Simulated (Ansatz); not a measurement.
**InSb3 under changes of volume**

One of the cells (27.758 Å³/atom); the others are scaled copies at fixed shape and fractional positions:

```xyz
4
Lattice="4.8064 0.0000 0.0000 0.0000 4.8064 0.0000 0.0000 0.0000 4.8064" Properties=species:S:1:pos:R:3 pbc="T T T"
Sb    2.4032    2.4032    0.0000
Sb    0.0000    2.4032    2.4032
Sb    2.4032    0.0000    2.4032
In    0.0000    0.0000    0.0000
```

The cell comes from a database or a generator and needn't be the stable form of this composition.

* Program: Ansatz 0.2.0
* Functional: PBE
* Potentials or basis: Ansatz PAW
* Cutoff: 420 eV (not typed: the program's choice for these potentials)
* k mesh: 6 × 6 × 6
* Occupations: fermi-dirac, width 0.05 eV
* Spin: no spin polarisation

```csv
volume (Å³/atom),energy over the lowest point (meV/atom),pressure (GPa)
26.093,?,?
26.648,9.01,2.5
27.203,2.47,1.3
27.758,0.00,0.2
28.313,1.18,-0.8
28.868,5.57,-1.7
29.424,12.75,-2.4
```

Q: What does the run at 26.093 Å³/atom give?

A: Energy over the lowest point 20.08 meV/atom; pressure 3.9 GPa.

Worked out: A Birch-Murnaghan fit of order 3 (a polynomial in V^(-2/3)) to the other rows has its minimum at 27.84 Å³/atom with B0 = V·E''(V) = 51 GPa and B' = 5.3. It gives 20.23 meV/atom at 26.093 Å³/atom, against the run's 20.08, and -dE/dV = 4.0 GPa, against 3.9.

Energies are extrapolated to zero smearing.
